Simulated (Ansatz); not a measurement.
# C2H6BN: the cost of one run

Program: Ansatz 0.2.0. Level of theory: UKS PBE-D4/def2-SVP. These are calculated values, not measurements.

## Step 1: The starting structure

Bond lengths: B1–N2 1.242 Å, N2–C3 1.403 Å, C3–C4 1.529 Å, B1–H5 1.141 Å, C3–H6 1.098 Å, C3–H7 1.098 Å, C4–H8 1.087 Å, C4–H9 1.088 Å, C4–H10 1.087 Å. Angles: B1–N2–C3 177.8°, N2–B1–H5 179.1°, N2–C3–C4 111.6°, N2–C3–H6 108.9°, N2–C3–H7 108.9°, C4–C3–H6 109.6°, C4–C3–H7 109.6°, H6–C3–H7 108.1°, C3–C4–H8 110.0°, C3–C4–H9 110.2°, C3–C4–H10 110.1°, H8–C4–H9 109.0°, H8–C4–H10 109.0°, H9–C4–H10 108.5°.

Structure file:

```xyz
10

B    -0.6900    1.6772   -1.3503
N    -0.0065    0.8977   -0.6673
C     0.7201   -0.0106    0.1174
C    -0.1916   -1.0587    0.7567
H    -1.3041    2.4026   -1.9812
H     1.4677   -0.5085   -0.5142
H     1.2522    0.5428    0.9024
H     0.3970   -1.7465    1.3588
H    -0.9309   -0.5756    1.3916
H    -0.7140   -1.6204   -0.0140
```

## Step 2: End point A

Contents of input.yaml:

```yaml
crystal:
  periodic: [false, false, false]
  atoms:
    - { symbol: B, position_ang: [-0.69003, 1.67724, -1.35027] }
    - { symbol: "N", position_ang: [-0.00646, 0.89771, -0.66728] }
    - { symbol: C, position_ang: [0.72014, -0.01063, 0.11739] }
    - { symbol: C, position_ang: [-0.19162, -1.05871, 0.7567] }
    - { symbol: H, position_ang: [-1.30409, 2.40257, -1.98116] }
    - { symbol: H, position_ang: [1.46771, -0.50847, -0.51424] }
    - { symbol: H, position_ang: [1.25222, 0.54283, 0.90243] }
    - { symbol: H, position_ang: [0.39703, -1.74652, 1.35882] }
    - { symbol: H, position_ang: [-0.93089, -0.57557, 1.39163] }
    - { symbol: H, position_ang: [-0.71401, -1.62045, -0.01402] }
magnetization:
  spin_polarized: true
basis:
  gaussian: { orbitals: def2-SVP }
hamiltonian:
  xc: pbe
  dispersion: d4
relax:
  f_tol: 0.02
  max_steps: 50
```

Launch:

```sh
ansatz run input.yaml --threads 2 --pin off --max-ram 3072MiB --backend cpu --events-out ev --progress --plain --runs-dir out
```

Q: Estimate wall time and peak memory on 2 threads of AMD EPYC 9R45 (Zen 5), shared host.

About 3.6 s, with a peak of 0.17 GiB.
